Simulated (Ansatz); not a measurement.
# MoCl+ (septet): the correlation ladder, def2-QZVPP

The task here is to estimate one member of a computed series from the others.

The runs use Ansatz 0.2.0, Gaussian basis; def2-QZVPP, core rule «outside noble gas», up to 9 orbitals frozen.

The runs, in order: UHF; ROHF; CCSD(T) on UHF.

## What is computed

The geometry is a PBE0/def2-TZVP stationary point (not a proven minimum). No spin-orbit coupling is included. Elements past krypton take def2 core potentials.

2 atoms, charge 1, spin multiplicity 7.

Atoms are counted from 1 here; the program's logs count them from 0.

Bond lengths: Mo1–Cl2 2.637 Å.

The first run:

in.yaml

```yaml
crystal:
  periodic: [false, false, false]
  atoms:
    - {symbol: Mo, position_ang: [0.000000, 0.000000, 0.000000]}
    - {symbol: Cl, position_ang: [0.000000, 0.000000, 2.637200]}
basis:
  gaussian: {orbitals: "def2-QZVPP.json"}
total_charge: 1
magnetization: {spin_polarized: true, initial_magnetization: 6}
hamiltonian: {xc: hf}
output: {orbitals: {seedname: orbitals}}
```

Run with:

```
> ansatz run in.yaml --threads 1 --pin off --events-out ev --progress --plain --max-ram 4096MiB --backend cpu
```

Steps of the session up to this table: UHF; ROHF; CCSD(T) on UHF.

One of the session's tables, all rows but one given; the rest of the session is left out.

It belongs to the step «Misses and costs». 

```
  method  from UCCSD(T) (kJ/mol)
    ROHF                  +776.3
     UHF                       ?
    UMP2                  +101.4
   UCCSD                   +26.1
UCCSD(T)                       0
```

**Question.** Estimate the row for UHF.

**Answer.** from UCCSD(T) (kJ/mol): +753.5. In the column «from UCCSD(T) (kJ/mol)» it lies between UMP2 (+101.4) and ROHF (+776.3).
